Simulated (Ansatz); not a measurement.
Predict the output of the script below (Ansatz 0.2.0, Python API).

The script, `random_alloy_re.py`:
```python
"""Random Re-Li cells of 8 mixed sites, after relaxing atoms and volume at fixed cell shape."""

from collections import Counter
import csv
import warnings

import ansatz as az
import numpy as np


def fcc(A, a):
    return (
        az.Lattice.fcc(a)
        .space_group(225)
        .atom(A, [0, 0, 0])
        .primitive()
    )

A_FIRST, A_LAST = 3.89, 4.42


def compute(name, crystal):
    calc = (
        crystal.calculation()
        .functional("PBEsol")
        .basis(530)  # a bare number is in eV
        .accuracy("medium")  # preset for grids and thresholds
        .kpoints(spacing=0.39)  # the mesh must be finer for metals
        .occupations("fermi_dirac", width=0.05)  # smearing steadies the SCF of a metal
        .band_table()  # levels at the mesh points
    )
    calc = calc.relax(force_tolerance=0.02, max_steps=40, fix_cell=["shape"])
    return calc.run()


def volume_per_atom(outcome):
    return abs(np.linalg.det(outcome.lattice.cell_ang)) / len(outcome.lattice.sites)


def counts(outcome):
    return Counter(site.symbol for site in outcome.lattice.sites)


def main() -> None:
    warnings.simplefilter("ignore", az.DeckWarning)

    phases = {"Re": fcc("Re", A_FIRST), "Li": fcc("Li", A_LAST)}
    for k in [3]:
        a = A_FIRST + (A_LAST - A_FIRST) * k / 8
        supercell = fcc("Re", a).supercell(2).resolved()
        for seed in [37, 51]:
            drawn = supercell.site_disorder().occupy("Re", Re=8 - k, Li=k).random(seed=seed)
            phases[f"Re{8 - k}Li{k} seed {seed}"] = drawn.crystal

    done = {}
    for name, crystal in phases.items():
        done[name] = compute(name, crystal)
        print(f"{name}: {done[name].report['energy_sigma0_ev']:.4f} eV, {len(done[name].lattice.sites)} atoms")

    # x is the share of the second element on the mixed sites; both end members stand on this same lattice
    x = {name: counts(o)["Li"] / (counts(o)["Re"] + counts(o)["Li"]) for name, o in done.items()}
    first, last = min(x, key=x.get), max(x, key=x.get)
    energy = {name: o.report["energy_sigma0_ev"] / len(o.lattice.sites) for name, o in done.items()}
    volume = {name: volume_per_atom(o) for name, o in done.items()}
    rows = []
    for name in sorted(done, key=x.get):
        line = lambda table: (1 - x[name]) * table[first] + x[name] * table[last]
        rows.append((name, x[name], 1000 * (energy[name] - line(energy)), volume[name], 100 * (volume[name] / line(volume) - 1)))
    with open("random_alloy.csv", "w", newline="") as handle:
        writer = csv.writer(handle)
        writer.writerow(["cell", "x(Li)", "E_mix (meV/atom)", "V (A^3/atom)", "excess V (%)"])
        writer.writerows([round(v, 4) if isinstance(v, float) else v for v in row] for row in rows)
    print(open("random_alloy.csv").read())


if __name__ == "__main__":
    main()
```

Output of `python random_alloy_re.py`:
```text
Re: -10737.1590 eV, 1 atoms
Li: -203.0157 eV, 1 atoms
Re5Li3 seed 37: -54291.1135 eV, 8 atoms
Re5Li3 seed 51: -54291.1135 eV, 8 atoms
cell,x(Li),E_mix (meV/atom),V (A^3/atom),excess V (%)
Re,0.0,0.0,14.5802,0.0
Re5Li3 seed 37,0.375,466.1126,13.3234,-19.9933
Re5Li3 seed 51,0.375,466.1126,13.3234,-19.9933
Li,1.0,0.0,20.1071,0.0
```

These settings explore the input space; cutoff and mesh may be short of convergence. No spin polarisation was allowed. For the metals among these phases the mesh is modest: differences between phases can be off by up to 40 meV an atom. Atoms and volume are relaxed with the cell's shape held, which in cells of lower than cubic symmetry can hide stresses and shift volumes. Spin-orbit coupling, which matters for elements this heavy, is left out. Cells of eight mixed sites are far from the random limit, and both end members stand on the same lattice, which need not be their own. Differences under about 40 meV an atom lie within the error of mesh and functional. The cells are prototypes set up for this calculation and needn't exist. Wall time of the script: 71 s on 1 thread of Arm Neoverse V2, on a shared host, peak memory 0.57 GiB.
